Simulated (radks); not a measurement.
**Ce⁺ in [Xe] 4f1 5d2: an all-electron calculation**

What are the levels of the cerium ion Ce+, how large are its shells, and how does its energy divide?

Program: radks (a radial shooting solver on a logarithmic mesh, Libxc functionals) version 1. Level of theory: Dirac Kohn-Sham, PBE, spin-unpolarised, spherical densities, point nucleus; open shells fill j = l - 1/2 first. These are calculated values, not measurements, unless marked.

## Step 1: The system

| Property | Result |
| --- | --- |
| element | cerium (Z = 58) |
| charge | +1 |
| electrons | 57 |
| configuration | [Xe] 4f1 5d2 |

## Step 2: The run

Settings of this run:

```text
Z 58
configuration [Xe] 4f1 5d2
relativity Dirac
functional pbe,pbe
spin unpolarised
j_filling energy
nucleus point
c 137.035999084
```

What does the calculation give?

As calculated:

```
                        quantity                   value
                    total energy      -8864.9699 hartree
exchange-correlation share of it                  2.37 %
                            −T/E                  1.0729
          highest occupied level        5d3/2, -7.262 eV
    most extended occupied level  5d3/2, <r> = 2.82 bohr
 radius at density 0.001 e/bohr³               4.36 bohr
    maxima of the radial density                       4
         ionisation energy, NIST    10.96 (semi-emp.) eV
```

5 principal shells are occupied and 4 maxima appear in the radial density; where shells overlap, one shows as a shoulder or not at all. −T/E is 1.073: with relativity the kinetic term as defined here no longer equals −E. The top level binds by 7.262 eV, 66 % of the NIST ionisation energy of 10.96 eV; the potential of a semilocal functional falls off too fast, so its top eigenvalue is too shallow. Spin polarisation and multiplet splitting are left out.
